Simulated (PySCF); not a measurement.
# SnH: changing the method

Aim: see what other levels and later steps give for SnH.

Program: PySCF 2.14.0. Level of theory: method and basis as typed in the scripts. These are calculated values, not measurements.

4 further runs of the same task are left out: 4 that didn't finish.

## 1. Starting geometry

SnH: 2 atoms, charge 0, spin multiplicity 2.

Bond lengths: Sn1–H2 1.670 Å.

## 2. Base script

Contents of input.py:

```python
from pyscf import gto, scf, mcscf

mol = gto.M(
    atom='Sn 0 0 0; H 0 0 1.67',
    basis='def2-tzvp',
    ecp={'Sn': 'def2-tzvp'},
    charge=0,
    spin=1,
    verbose=3,
)
mf = scf.ROHF(mol)
mf.kernel()
mc = mcscf.CASCI(mf, 2, 1)
mc.kernel()
mc.analyze()
mf.dip_moment()
print('orbital energies (hartree):', mf.mo_energy[..., max(0, mol.nelec[1]-3):mol.nelec[0]+3].round(4))
```

On the command line:

```bash
$ python input.py
```

## 3. Pbe0 (ROKS)

Run 1 changes functional: none (Hartree–Fock) → pbe0; SCF type: ROHF → ROKS; step after the SCF: casci → analyze.

input.py, as its differences from that of step 2:

```diff
@@ -1,2 +1,2 @@
-from pyscf import gto, scf, mcscf
+from pyscf import gto, dft
 
@@ -10,7 +10,5 @@
 )
-mf = scf.ROHF(mol)
+mf = dft.ROKS(mol, xc='pbe0')
 mf.kernel()
-mc = mcscf.CASCI(mf, 2, 1)
-mc.kernel()
-mc.analyze()
+mf.mulliken_pop()
 mf.dip_moment()
```

## 4. Population analysis

Run 2 changes step after the SCF: casci → analyze.

input.py, as its differences from that of step 2:

```diff
@@ -1,2 +1,2 @@
-from pyscf import gto, scf, mcscf
+from pyscf import gto, scf
 
@@ -12,5 +12,3 @@
 mf.kernel()
-mc = mcscf.CASCI(mf, 2, 1)
-mc.kernel()
-mc.analyze()
+mf.mulliken_pop()
 mf.dip_moment()
```

## 5. Wb97 (ROKS)

Run 3 changes functional: none (Hartree–Fock) → wb97; SCF type: ROHF → ROKS; step after the SCF: casci → analyze.

input.py, as its differences from that of step 2:

```diff
@@ -1,2 +1,2 @@
-from pyscf import gto, scf, mcscf
+from pyscf import gto, dft
 
@@ -10,7 +10,5 @@
 )
-mf = scf.ROHF(mol)
+mf = dft.ROKS(mol, xc='wb97')
 mf.kernel()
-mc = mcscf.CASCI(mf, 2, 1)
-mc.kernel()
-mc.analyze()
+mf.mulliken_pop()
 mf.dip_moment()
```

## 6. Active space 3 electrons in 2 orbitals

Run 4 changes active space: 1 electrons in 2 orbitals → 3 electrons in 2 orbitals.

input.py, as its differences from that of step 2:

```diff
@@ -12,3 +12,3 @@
 mf.kernel()
-mc = mcscf.CASCI(mf, 2, 1)
+mc = mcscf.CASCI(mf, 2, 3)
 mc.kernel()
```

**Question.** What will these runs give? Wanted: for each run, E(SCF); from base; SCF dipole.

As calculated:

```csv
run,E(SCF) (hartree),from base (eV),SCF dipole (D)
base,-213.897525,0,0.05
pbe0 (ROKS),-214.851536,not comparable,0.20
population analysis,-213.897525,0.0000,0.05
wb97 (ROKS),-214.877762,not comparable,0.19
active space 3 electrons in 2 orbitals,-213.897525,0.0000,0.05
```

A lower total energy from another functional means nothing by itself.
